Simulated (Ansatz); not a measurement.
Runs of Ansatz 0.2.0 on TiSn. The structure is cubic, space group Fm-3m (No. 225). The conventional cell has a = 5.601 Å, b = 5.601 Å, c = 5.601 Å, α = 90.00°, β = 90.00°, γ = 90.00°. Ti (site symmetry m-3m) has 6 Sn at 2.80 Å as nearest neighbours. Sn (site symmetry m-3m) is surrounded by 6 Ti at 2.80 Å. The cell was built by a generator and needn't be a form met in nature.

```tsv
task	level	spin	cell	gap on the mesh (eV)	pressure (GPa)
relaxation of cell and atoms	PBEsol0	off	relaxed	none	0.0
single point	PBE0	SOC, no magnetisation	as given	none	-2.7
single point	PBEsol0	off	as given	none	(a)
single point	B3LYP	off	as given	none	0.7
```

Alike in all rows: potentials or basis Ansatz PAW; k mesh 4 × 4 × 4; cutoff (eV) 420; smearing fermi-dirac 0.05 eV; the mesh is coarse, so values aren't converged.

**Question.** Fill in the values left out.

**Answer.** (a) -5.7.

Caveats: all runs use coarse meshes; the PAW data sets come from PBE, with cores solved anew for the run's functional, which leaves a small shift of forces and pressure; the thresholds are loose for stress (some runs); the plane-wave basis is chosen anew once the cell has moved, so the energies of steps on either side of that aren't comparable (some runs).

A k mesh can miss the band edges, and rows without SOC leave out spin-orbit coupling on Sn.

A gap of «none» marks a metal or a gap under the smearing width.
